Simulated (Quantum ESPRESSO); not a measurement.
# Y3N (Fm-3m) in Quantum ESPRESSO: a series of runs, part 3 of 3

Quantum ESPRESSO 7.5. The steps go on from the part before.

## Step 4: Phonons, rev-vdW-DF2

The input, pw.in:

```
&CONTROL
  calculation = 'scf'
  prefix = 'pwscf'
  outdir = './tmp'
  pseudo_dir = './pseudo'
  tprnfor = .true.
  tstress = .true.
  disk_io = 'low'
/
&SYSTEM
  ibrav = 0
  A = 5.1006582
  nat = 4
  ntyp = 2
  ecutwfc = 45
  ecutrho = 360
  nbnd = 27
  input_dft = 'vdw-df2-b86r'
  occupations = 'smearing'
  smearing = 'fd'
  degauss = 0.00367493
/
&ELECTRONS
  conv_thr = 8d-10
  electron_maxstep = 120
  mixing_beta = 0.5
/
ATOMIC_SPECIES
Y     88.9058 y_pbe_v1.4.uspp.F.UPF
N     14.0070 n_pbe_v1.2.uspp.F.UPF
CELL_PARAMETERS alat
   0.0000000000    0.7071067808    0.7071067808
   0.7071067808    0.0000000000    0.7071067808
   0.7071067808    0.7071067808    0.0000000000
ATOMIC_POSITIONS alat
Y      0.3535533904    0.3535533904    0.3535533904
Y      1.0606601713    1.0606601713    1.0606601713
Y      0.7071067808    0.7071067808    0.7071067808
N      0.0000000000    0.0000000000    0.0000000000
K_POINTS automatic
2 2 2 1 1 1
```

The input, relax.in:

```
&CONTROL
  calculation = 'vc-relax'
  prefix = 'pwscf'
  outdir = './tmp'
  pseudo_dir = './pseudo'
  tprnfor = .true.
  tstress = .true.
  disk_io = 'low'
  nstep = 40
  forc_conv_thr = 0.0001
  etot_conv_thr = 1d-06
/
&SYSTEM
  ibrav = 0
  A = 5.1006582
  nat = 4
  ntyp = 2
  ecutwfc = 45
  ecutrho = 360
  nbnd = 27
  input_dft = 'vdw-df2-b86r'
  occupations = 'smearing'
  smearing = 'fd'
  degauss = 0.00367493
/
&ELECTRONS
  conv_thr = 8d-10
  electron_maxstep = 120
  mixing_beta = 0.5
/
&IONS
  ion_dynamics = 'bfgs'
/
&CELL
  cell_dynamics = 'bfgs'
  press = 0
  press_conv_thr = 0.2
/
ATOMIC_SPECIES
Y     88.9058 y_pbe_v1.4.uspp.F.UPF
N     14.0070 n_pbe_v1.2.uspp.F.UPF
CELL_PARAMETERS alat
   0.0000000000    0.7071067808    0.7071067808
   0.7071067808    0.0000000000    0.7071067808
   0.7071067808    0.7071067808    0.0000000000
ATOMIC_POSITIONS alat
Y      0.3535533904    0.3535533904    0.3535533904
Y      1.0606601713    1.0606601713    1.0606601713
Y      0.7071067808    0.7071067808    0.7071067808
N      0.0000000000    0.0000000000    0.0000000000
K_POINTS automatic
2 2 2 1 1 1
```

The input, gamma.in:

```
&CONTROL
  calculation = 'bands'
  prefix = 'pwscf'
  outdir = './tmp'
  pseudo_dir = './pseudo'
  disk_io = 'low'
  verbosity = 'high'
/
&SYSTEM
  ibrav = 0
  A = 4.97826924
  nat = 4
  ntyp = 2
  ecutwfc = 45
  ecutrho = 360
  nbnd = 27
  input_dft = 'vdw-df2-b86r'
  occupations = 'smearing'
  smearing = 'fd'
  degauss = 0.00367493
/
&ELECTRONS
  conv_thr = 1d-08
  electron_maxstep = 120
  mixing_beta = 0.5
  diago_full_acc = .true.
  startingwfc = 'random'
/
ATOMIC_SPECIES
Y     88.9058 y_pbe_v1.4.uspp.F.UPF
N     14.0070 n_pbe_v1.2.uspp.F.UPF
CELL_PARAMETERS alat
   0.0000000000    0.7071067812    0.7071067812
   0.7071067812    0.0000000000    0.7071067812
   0.7071067812    0.7071067812    0.0000000000
ATOMIC_POSITIONS alat
Y      0.3535533906    0.3535533906    0.3535533906
Y      1.0606601718    1.0606601718    1.0606601718
Y      0.7071067812    0.7071067812    0.7071067812
N      0.0000000000    0.0000000000    0.0000000000
K_POINTS crystal
1
0.0 0.0 0.0 1
```

The input, scf2.in:

```
&CONTROL
  calculation = 'scf'
  prefix = 'pwscf'
  outdir = './tmp'
  pseudo_dir = './pseudo'
  tprnfor = .true.
  tstress = .true.
  disk_io = 'low'
/
&SYSTEM
  ibrav = 0
  A = 4.97826924
  nat = 4
  ntyp = 2
  ecutwfc = 45
  ecutrho = 360
  nbnd = 27
  input_dft = 'vdw-df2-b86r'
  occupations = 'fixed'
/
&ELECTRONS
  conv_thr = 1d-13
  electron_maxstep = 120
  mixing_beta = 0.5
  startingpot = 'file'
/
ATOMIC_SPECIES
Y     88.9058 y_pbe_v1.4.uspp.F.UPF
N     14.0070 n_pbe_v1.2.uspp.F.UPF
CELL_PARAMETERS alat
   0.0000000000    0.7071067812    0.7071067812
   0.7071067812    0.0000000000    0.7071067812
   0.7071067812    0.7071067812    0.0000000000
ATOMIC_POSITIONS alat
Y      0.3535533906    0.3535533906    0.3535533906
Y      1.0606601718    1.0606601718    1.0606601718
Y      0.7071067812    0.7071067812    0.7071067812
N      0.0000000000    0.0000000000    0.0000000000
K_POINTS automatic
2 2 2 1 1 1
```

The input, ph.in:

```
phonons of Y3N
&INPUTPH
  prefix = 'pwscf'
  outdir = './tmp'
  tr2_ph = 1d-18
  fildyn = 'dyn'
  niter_ph = 90
  alpha_mix(1) = 0.7
  epsil = .true.
/
0.0000000000 0.0000000000 0.0000000000
```

The input, dynmat.in:

```
&INPUT
  fildyn = 'dyn'
  asr = 'crystal'
  lperm = .true.
  filout = 'dynmat.disp'
  fileig = 'dynmat.eig'
/
```

The input, dynmat_lo.in:

```
&INPUT
  fildyn = 'dyn'
  asr = 'crystal'
  filout = 'dynmat_lo.disp'
  fileig = 'dynmat_lo.eig'
  q(1) = 0
  q(2) = 0
  q(3) = 1
/
```

Potentials or basis: GBRV 1.5 PBE.

Command:

```console
$ OMP_NUM_THREADS=1 pw.x -in pw.in > pw.out
$ OMP_NUM_THREADS=1 pw.x -in relax.in > relax.out
$ OMP_NUM_THREADS=1 pw.x -in gamma.in > gamma.out
$ OMP_NUM_THREADS=1 pw.x -in scf2.in > scf2.out
$ OMP_NUM_THREADS=1 ph.x -in ph.in > ph.out
$ OMP_NUM_THREADS=1 dynmat.x -in dynmat.in > dynmat.out
$ OMP_NUM_THREADS=1 dynmat.x -in dynmat_lo.in > dynmat_lo.out
```

pw.out:

```text
This program is part of the open-source Quantum ESPRESSO suite
     for quantum simulation of materials; please cite
         "P. Giannozzi et al., J. Phys.:Condens. Matter 21 395502 (2009);
         "P. Giannozzi et al., J. Phys.:Condens. Matter 29 465901 (2017);
         "P. Giannozzi et al., J. Chem. Phys. 152 154105 (2020);
     in publications or presentations arising from this work. More details at

     IMPORTANT: XC functional enforced from input :
     Exchange-correlation= VDW-DF2-B86R
                           (   1   4  26   0   2   0   0)
     Any further DFT definition will be discarded
     Please, verify this is what you really want

     Message from routine setup:
     using ibrav=0 with symmetry is DISCOURAGED, use correct ibrav instead

     G-vector sticks info
     --------------------
     sticks:   dense  smooth     PW     G-vecs:    dense   smooth      PW
     Sum        2299    1159    313                72929    25821    3839

     Using Slab Decomposition

     bravais-lattice index     =            0
     lattice parameter (alat)  =       9.6388  a.u.
     unit-cell volume          =     633.2282 (a.u.)^3
     number of atoms/cell      =            4
     number of atomic types    =            2
     number of electrons       =        38.00
     number of Kohn-Sham states=           27
     kinetic-energy cutoff     =      45.0000  Ry
     charge density cutoff     =     360.0000  Ry
     scf convergence threshold =      8.0E-10
     mixing beta               =       0.5000
     number of iterations used =            8  plain     mixing
     Exchange-correlation= VDW-DF2-B86R
                           (   1   4  26   0   2   0   0)

     celldm(1)=   9.638847  celldm(2)=   0.000000  celldm(3)=   0.000000
     celldm(4)=   0.000000  celldm(5)=   0.000000  celldm(6)=   0.000000

[... 8 lines left out ...]
               b(3) = (  0.707107  0.707107 -0.707107 )

     PseudoPot. # 1 for Y  read from file:
     y_pbe_v1.4.uspp.F.UPF
     Pseudo is Ultrasoft + core correction, Zval = 11.0
     Generated by new atomic code, or converted to UPF format
     Using radial grid of  885 points,  6 beta functions with:
                l(1) =   0
                l(2) =   0
[... 59 lines left out ...]
     %                                                                      %
     %   R. Sabatini et al., J. Phys.: Condens. Matter 24, 424209 (2012).   %
     %                                                                      %
     %%%%%%%%%%%%%%%%%%%%%%%%%%%%%%%%%%%%%%%%%%%%%%%%%%%%%%%%%%%%%%%%%%%%%%%%

     %%%%%%%%%%%%%%%%%%%%%%%%%%%%%%%%%%%%%%%%%%%%%%%%%%%%%%%%%%%%%%%%%%%%%%%%
     %                                                                      %
     %  vdW-DF NEWS:                                                        %
     %                                                                      %
     %  * vdW-DF3 is now available. DOI: 10.1021/acs.jctc.0c00471           %
     %    use with input_dft = 'vdW-DF3-opt1' or 'vdW-DF3-opt2'             %
     %                                                                      %
     %  * Unscreened and range-separated hybrid vdW-DF-cx functionals       %
     %    DOI: 10.1063/1.4986522 and 10.1088/1361-648X/ac2ad2               %
     %    use with input_dft = 'vdW-DF-cx0'    and 'vdW-DF-ahcx'            %
     %  * Unscreened and range-separated hybrid vdW-DF2-b86r functionals    %
     %    DOI: 10.1063/1.4986522 and DOI: 10.1103/PhysRevX.12.041003        %
     %    use with input_dft = 'vdW-DF2-br0' and 'vdW-DF2-ahbr'             %
     %                                                                      %
     %%%%%%%%%%%%%%%%%%%%%%%%%%%%%%%%%%%%%%%%%%%%%%%%%%%%%%%%%%%%%%%%%%%%%%%%

     Starting wfcs are   43 randomized atomic wfcs

     Self-consistent Calculation

     iteration #  1     ecut=    45.00 Ry     beta= 0.50
     Davidson diagonalization with overlap
     ethr =  1.00E-02,  avg # of iterations =  2.0

     total energy              =    -298.08247520 Ry
     estimated scf accuracy    <       0.44297128 Ry
[... 78 lines left out ...]
     iteration # 13     ecut=    45.00 Ry     beta= 0.50
     Davidson diagonalization with overlap
     ethr =  9.69E-11,  avg # of iterations =  2.0

     End of self-consistent calculation

          k = 0.1768 0.1768 0.1768 (  3233 PWs)   bands (ev):

   -31.9270 -31.6837 -31.6504 -12.2643 -12.2643 -12.2569 -11.8111 -11.8111
   -11.7152 -11.5158 -11.4008 -11.4008  -1.7729   7.2569   8.1792   8.1792
     9.6958  10.1881  10.1881  10.7696  11.1977  11.1977  12.3939  12.8401
    12.8401  14.1581  14.1581

          k =-0.1768-0.1768 0.5303 (  3230 PWs)   bands (ev):

   -31.8706 -31.7029 -31.6893 -12.3922 -12.3768 -12.1720 -11.8395 -11.6816
   -11.6483 -11.5223 -11.4106 -11.3946  -1.7208   7.4498   8.1713   8.4453
     9.9273  10.1511  10.5998  10.9017  11.4130  11.5481  12.0328  12.6759
    12.7517  13.2282  13.8995

     the Fermi energy is    10.7101 ev

!    total energy              =    -298.34717367 Ry
     estimated scf accuracy    <          3.6E-10 Ry
     smearing contrib. (-TS)   =      -0.00335033 Ry
     internal energy E=F+TS    =    -298.34382334 Ry

     The total energy is F=E-TS. E is the sum of the following terms:
     one-electron contribution =     -49.42050561 Ry
     hartree contribution      =      38.52494376 Ry
     xc contribution           =     -87.38973929 Ry
     ewald contribution        =    -200.05852221 Ry

     convergence has been achieved in  13 iterations

     Forces acting on atoms (cartesian axes, Ry/au):

     atom    1 type  1   force =    -0.00000000   -0.00000000   -0.00000000
     atom    2 type  1   force =     0.00000000    0.00000000    0.00000000
     atom    3 type  1   force =     0.00000000   -0.00000000   -0.00000000
     atom    4 type  2   force =     0.00000000    0.00000000    0.00000000

     Total force =     0.000000     Total SCF correction =     0.000000

     Computing stress (Cartesian axis) and pressure

          total   stress  (Ry/bohr**3)                   (kbar)     P=      -29.58
  -0.00020110   0.00000000  -0.00000000          -29.58        0.00       -0.00
   0.00000000  -0.00020110  -0.00000000            0.00      -29.58       -0.00
  -0.00000000   0.00000000  -0.00020110           -0.00        0.00      -29.58

=------------------------------------------------------------------------------=
   JOB DONE.
=------------------------------------------------------------------------------=
```

gamma.out:

```text
This program is part of the open-source Quantum ESPRESSO suite
     for quantum simulation of materials; please cite
         "P. Giannozzi et al., J. Phys.:Condens. Matter 21 395502 (2009);
         "P. Giannozzi et al., J. Phys.:Condens. Matter 29 465901 (2017);
         "P. Giannozzi et al., J. Chem. Phys. 152 154105 (2020);
[... 649 lines left out ...]
   -10.7908 -10.2195 -10.2195 -10.2195  -1.0398   8.8402   9.0565   9.0565
     9.0565  10.1628  10.1628  12.4755  12.4755  12.4755  14.1645  14.1645
    14.1645  16.4689  16.4689

=------------------------------------------------------------------------------=
   JOB DONE.
=------------------------------------------------------------------------------=
```

Run time: 18 min. Hardware: 1 thread of Arm Neoverse V1, shared host; peak memory 0.52 GiB.

Results:

- Free energy: -4059.2747 eV
- Relaxed volume: 21.81 Å³/atom
- Relaxed cell: a = 4.978 Å, b = 4.978 Å, c = 4.978 Å, α = 60.00°, β = 60.00°, γ = 60.00°
- Space group after relaxing (to 0.05 Å): Fm-3m (No. 225)
- Pressure after relaxing: -0.2 GPa
- Highest phonon frequency at Γ, LO-TO splitting left out: 141 cm⁻¹
- Most unstable mode: 242i cm⁻¹

Final structure:
```cif
data_structure
_symmetry_space_group_name_H-M 'P 1'
_symmetry_Int_Tables_number 1
_cell_length_a 4.9783
_cell_length_b 4.9783
_cell_length_c 4.9783
_cell_angle_alpha 60.000
_cell_angle_beta 60.000
_cell_angle_gamma 60.000
_cell_volume 87.24
loop_
_atom_site_label
_atom_site_type_symbol
_atom_site_fract_x
_atom_site_fract_y
_atom_site_fract_z
_atom_site_occupancy
Y1 Y 0.25000 0.25000 0.25000 1
Y2 Y 0.75000 0.75000 0.75000 1
Y3 Y 0.50000 0.50000 0.50000 1
N1 N 0.00000 0.00000 0.00000 1
```

Levels at points of the mesh, in eV from the valence-band top:
```tsv
k point	band 15	band 16	band 17	band 18	band 19	band 20	band 21	band 22
(0.25, 0.25, 0.25)	-2.59	-2.59	-0.72	-0.45	-0.45	0.25	0.71	0.71
```

Phonon frequencies in cm⁻¹ (negative: imaginary):
| q point | frequencies |
| --- | --- |
| (0.000, 0.000, 0.000) | -242 -242 -242 -42 -42 -42 31 31 31 141 141 141 |

Optical modes at Γ, degenerate ones joined, polar ones without the macroscopic field:
```
cm⁻¹  components  symmetry  active in
240i           3       T1u         IR
 41i           3       T1u         IR
 141           3       T2g      Raman
```

Caveat: the k mesh is coarse (spacing up to 0.75 Å⁻¹), so the values aren't converged; the potentials were made for another functional, which shifts forces and pressure; some modes are imaginary; before the sum rule the acoustic modes lie tens of cm⁻¹ from zero, a sign that the density grid also shifts the optical modes; the gap on the mesh is small and may close between mesh points, in which case fixed occupations spoil the response.

## Step 5: Summary

```csv
level,rVV10 parameter b,pressure (GPa)
PBE+D3(BJ),-,-0.2
rPW86PBE+rVV10,6.3,-0.3
rev-vdW-DF2,-,-0.2
```

Alike in all rows: task phonons; potentials or basis GBRV 1.5 PBE; no spin polarisation; cell relaxed; k mesh 2 × 2 × 2, shifted; cutoff (eV) 612; smearing fermi-dirac 0.05 eV; the mesh is coarse, so values aren't converged.

Caveats: all runs use coarse meshes; some modes are imaginary; the gap on the mesh is small and may close between mesh points, in which case fixed occupations spoil the response; the potentials were made for another functional, which shifts forces and pressure (some runs); before the sum rule the acoustic modes lie tens of cm⁻¹ from zero, a sign that the density grid also shifts the optical modes (some runs).

Total energies depend on the potentials used, so only differences within one code and one set of settings carry meaning.
